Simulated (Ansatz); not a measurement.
# MgW2Br4O4: the cost of one run

Computed with Ansatz 0.2.0 (DFT PBE, scalar-relativistic, plane waves, PAW, unless a step's input says otherwise).

1 further run of the same task is left out (set aside as unsound or not needed).

## (1) The starting structure

It takes space group P1 (No. 1, triclinic). The conventional cell has a = 3.902 Å, b = 7.883 Å, c = 9.200 Å, α = 90.66°, β = 90.02°, γ = 90.18°. Mg (site symmetry 1) has 4 O at 2.06 to 2.48 Å and 2 Br at 2.81 Å as nearest neighbours. W (site symmetry 1) has 4 O at 1.86 to 2.05 Å and 1 Br at 2.46 Å as nearest neighbours. W (site symmetry 1) is surrounded by 4 O at 1.95 to 2.02 Å and 2 Br at 2.48 to 2.65 Å. Br (site symmetry 1) has 2 Mg at 2.81 Å and 1 W at 2.81 Å as nearest neighbours. Br (site symmetry 1) is surrounded by 1 W at 2.46 Å. Br (site symmetry 1) has 1 W at 2.65 Å and 2 Mg at 3.03 to 3.08 Å as nearest neighbours. Br (site symmetry 1) has 1 W at 2.48 Å as nearest neighbours. O (site symmetry 1) has 2 W at 1.99 Å and 1 Mg at 2.06 Å as nearest neighbours. Only part of the 11 independent sites is listed.

Coordinates:

```xyz
11
Lattice="3.9021 0.0000 0.0000 -0.0249 7.8829 0.0000 -0.0034 -0.1056 9.1997" Properties=species:S:1:pos:R:3 pbc="T T T"
Mg    1.9194    5.7317    7.7477
W    -0.0239    7.6829    0.1737
W     3.8836    3.6600    0.0281
Br    3.8707    7.3690    6.5722
Br   -0.0233    7.5407    2.6339
Br    0.0029    3.6916    6.5811
Br   -0.0105    3.6798    2.5048
O     1.9242    7.2715    9.1210
O     3.8763    5.5606    9.0053
O     1.9357    3.6484    9.0925
O     0.0015    1.6538    0.0293
```

(A quick probe on a coarse mesh, which set the mesh and smearing, is not shown.)

## (3) Rough relaxation on the coarse mesh

input.yaml reads:

```yaml
crystal:
  lattice:
    - [3.9021147886, 0.0, 0.0]
    - [-0.0248749817, 7.8828752342, 0.0]
    - [-0.0033797169, -0.1055897853, 9.1997250938]
  atoms:
    - { symbol: Mg, position: [0.49732287, 0.73838399, 0.84217153] }
    - { symbol: W, position: [0.0001189, 0.97489056, 0.01888108], spin: 0.33 }
    - { symbol: W, position: [0.99821063, 0.46434455, 0.00305655], spin: 0.42 }
    - { symbol: Br, position: [0.99858689, 0.94438078, 0.71439293] }
    - { symbol: Br, position: [0.00040601, 0.96042832, 0.28630398] }
    - { symbol: Br, position: [0.0044065, 0.47788528, 0.71536256] }
    - { symbol: Br, position: [0.00053848, 0.47045491, 0.27227264] }
    - { symbol: O, position: [0.49993004, 0.9357238, 0.9914471] }
    - { symbol: O, position: [0.99880525, 0.71851197, 0.97887074] }
    - { symbol: O, position: [0.49995475, 0.47606049, 0.98834434] }
    - { symbol: O, position: [0.00171967, 0.20984433, 0.00318256] }
basis:
  ecutwfc: 420
kpoints:
  mp_grid: { grid: [4, 2, 2] }
hamiltonian:
  xc: pbe
scf:
  occupations: { method: gaussian, width: 0.1 }
  lower_state_search: "off"
output:
  forces: true
  stress: true
  eigenvalues: true
  populations: true
magnetization:
  spin_polarized: true
relax:
  adjacent_minimum: "off"
  f_tol: 0.04
  max_steps: 70
  cell: { stress_tol: 0.4 }
```

On the command line:

```bash
> ansatz run input.yaml --threads 1 --pin off --max-ram 2560MiB --backend cpu --events-out ev --progress --plain --runs-dir out
```

**Question.** How long does this run take on 1 thread of Arm Neoverse V1, shared host, and how much memory does it need?

About 8.3 min, with a peak of 0.7 GiB.
